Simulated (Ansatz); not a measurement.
**CHGaSi (triplet): wave-function methods side by side at distance Ga2–Si3 = 2.136 Å, cc-pVDZ**

An exercise on one series of results from a longer session: the logs are not shown, and one member is left open.

Computed with Ansatz 0.2.0, Gaussian basis. Level: cc-pVDZ, core rule «outside noble gas», up to 20 orbitals frozen.

The runs, in order: UHF; CCSD(T) on ROHF; CCSD(T) on UHF; BCCD(T) on ROHF; CISD; CCSDT(Q) on ROHF; CCSDT(Q) on UHF; CASSCF and MRCISD+Q, 4 electrons in 4 orbitals; CASSCF and NEVPT2, 4 electrons in 4 orbitals.

30 further runs of the same task are left out: 2 for a mislabelled method, 2 for a known fault of the program, 19 that didn't finish, 7 set aside as unsound or not needed.

## What is computed

The geometry derives from a PBE0/def2-TZVP stationary point (not a proven minimum). One bond is set to the value named and the two fragments are kept rigid. No spin-orbit coupling is included. The filled d shell of Ga may be among the frozen orbitals whatever the setting's name suggests; the logs give the count.

4 atoms, charge 0, spin multiplicity 3.

Atoms are counted from 1 here; the program's logs count them from 0.

Bond lengths: C1–Ga2 1.917 Å, Ga2–Si3 2.136 Å, Si3–H4 1.540 Å. Angles: C1–Ga2–Si3 178.8°, Ga2–Si3–H4 80.4°.

The first run:

The input, in.yaml:

```yaml
crystal:
  periodic: [false, false, false]
  atoms:
    - {symbol: C, position_ang: [0.000000, 0.026909, 2.267742]}
    - {symbol: Ga, position_ang: [0.000000, 0.002486, 0.350779]}
    - {symbol: Si, position_ang: [0.000000, -0.069925, -1.783994]}
    - {symbol: H, position_ang: [0.000000, 1.455776, -1.577631]}
basis:
  gaussian: {orbitals: cc-pVDZ}
magnetization: {spin_polarized: true, initial_magnetization: 2}
hamiltonian: {xc: hf}
output: {orbitals: {seedname: orbitals}}
```

Launch:

```sh
> ansatz run in.yaml --threads 1 --pin off --events-out ev --progress --plain --max-ram 2393MiB
```

Among the steps run: UHF; CCSD(T) on ROHF; CCSD(T) on UHF; BCCD(T) on ROHF; CISD; CCSDT(Q) on ROHF; CCSDT(Q) on UHF; CASSCF and MRCISD+Q, 4 electrons in 4 orbitals; CASSCF and NEVPT2, 4 electrons in 4 orbitals.

One of the session's tables, all rows but one given; the rest of the session is left out.

```
       method  from RCCSDT(Q) (meV)
          UHF               +6711.7
         RMP2               +2294.7
         UMP2               +1656.2
        RCCSD                +610.0
        UCCSD                +432.7
     RCCSD(T)                +153.1
     UCCSD(T)                +154.5
      BCCD(T)                +156.4
       RCCSDT                 +91.2
       UCCSDT                 +49.0
    RCCSDT(Q)                     0
    UCCSDT(Q)                  +6.9
  CASSCF pair               +6797.6
  NEVPT2 pair               +1661.2
  MRCISD pair                     ?
MRCISD+Q pair                +250.9
```

Q: Estimate the row for MRCISD pair from the others.

The run gave: from RCCSDT(Q) (meV): +1073.7. In the column «from RCCSDT(Q) (meV)» it lies between RCCSD (+610.0) and UMP2 (+1656.2).

Not comparable, so not listed: CISD (they don't share determinant, frozen orbitals or solution with the rows shown, or repeat one).

Caveats from the session: The determinant is far from a pure spin state, so its energy mixes those of several spin states (harmless only where they are near-degenerate, as at dissociation). The report flags that the cluster equations may have other roots. Left out of the table: ROHF (another determinant or state than the rows shown). The program flags RCCSD(T), BCCD(T), RCCSDT(Q) as in doubt, so the zero of the table is itself unsure. Warnings: spin contamination; coupled cluster took another determinant than the lowest; large T1 diagnostic. Restricted and unrestricted rows rest on different reference determinants; where their highest levels disagree by more than a few hundredths of an eV, they describe different states and don't form one ladder.
